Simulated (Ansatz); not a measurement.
# TiN+ (septet): the correlation ladder, def2-TZVPP

One table from this session's results is given with a row withheld; the runs are named, their logs left out.

Program: Ansatz 0.2.0, Gaussian basis. Level of theory: def2-TZVPP, core rule «outside noble gas», up to 10 orbitals frozen. These are calculated values, not measurements.

The runs, in order: UHF; ROHF; CCSD(T) on UHF.

### What is computed

The geometry is a PBE0/def2-TZVP stationary point (not a proven minimum) of the parent state, kept for this charge and spin.

2 atoms, charge 1, spin multiplicity 7.

Atoms are counted from 1 here; the program's logs count them from 0.

Bond lengths: Ti1–N2 1.985 Å.

The first run:

in.yaml reads:

```yaml
crystal:
  periodic: [false, false, false]
  atoms:
    - {symbol: Ti, position_ang: [0.000000, 0.000000, 0.000000]}
    - {symbol: N, position_ang: [0.000000, 0.000000, 1.984600]}
basis:
  gaussian: {orbitals: def2-TZVPP}
total_charge: 1
magnetization: {spin_polarized: true, initial_magnetization: 6}
hamiltonian: {xc: hf}
output: {orbitals: {seedname: orbitals}}
```

The run is started by

```
$ ansatz run in.yaml --threads 1 --pin off --events-out ev --progress --plain --max-ram 4096MiB --backend cpu
```

Steps of the session up to this table: UHF; ROHF; CCSD(T) on UHF.

One table of the session follows, with a row left open; its other results are not shown here.

It belongs to the step «Misses and costs». 

```
  method  from UCCSD(T) (meV)
    ROHF              +4065.5
     UHF              +3871.8
    UMP2               +731.6
   UCCSD                    ?
UCCSD(T)                    0
```

**Question.** Estimate the row for UCCSD.

The run gave: from UCCSD(T) (meV): +91.0. In the column «from UCCSD(T) (meV)» it lies between UCCSD(T) (0) and UMP2 (+731.6).
